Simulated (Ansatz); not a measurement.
# SnCl4: the cost of one run

Method: DFT PBE, scalar-relativistic, plane waves, PAW, in Ansatz 0.2.0.

### Step 1. The structure to begin with

Bond lengths: Sn1–Cl2 2.283 Å, Sn1–Cl3 2.297 Å, Sn1–Cl4 2.332 Å, Sn1–Cl5 2.320 Å. Angles: Cl2–Sn1–Cl3 109.9°, Cl2–Sn1–Cl4 108.6°, Cl2–Sn1–Cl5 109.5°, Cl3–Sn1–Cl4 109.8°, Cl3–Sn1–Cl5 109.8°, Cl4–Sn1–Cl5 109.2°.

Coordinates:

```xyz
5

Sn    7.0091    7.2404    7.4994
Cl    8.3101    8.5831    8.8095
Cl    8.3382    5.9110    6.1799
Cl    5.6625    8.5890    6.1561
Cl    5.6618    5.9147    8.8439
```

### Step 2. Relaxing the molecule

The input, input.yaml:

```yaml
crystal:
  lattice:
    - [14.0, 0.0, 0.0]
    - [0.0, 14.5, 0.0]
    - [0.0, 0.0, 15.0]
  atoms:
    - { symbol: Sn, position: [0.5006522486, 0.499336409, 0.4999566759] }
    - { symbol: Cl, position: [0.5935759972, 0.5919348407, 0.5873014726] }
    - { symbol: Cl, position: [0.5955886974, 0.4076536418, 0.4119944419] }
    - { symbol: Cl, position: [0.4044634789, 0.5923463582, 0.410408322] }
    - { symbol: Cl, position: [0.4044113026, 0.407913747, 0.589591678] }
  symmetry: { detect: false }
basis:
  ecutwfc: 420
kpoints:
  mp_grid: { grid: [1, 1, 1] }
hamiltonian:
  xc: pbe
scf:
  occupations: { method: gaussian, width: 0.005 }
output:
  forces: true
  eigenvalues: true
relax:
  adjacent_minimum: "off"
  f_tol: 0.01
  max_steps: 120
```

On the command line:

```console
> ansatz run input.yaml --threads 4 --pin off --max-ram 11264MiB --backend cpu --events-out ev --progress --plain --runs-dir out
```

Q: Estimate wall time and peak memory on 4 threads of Arm Neoverse V1, shared host.

About 12 s, with a peak of 1.4 GiB.
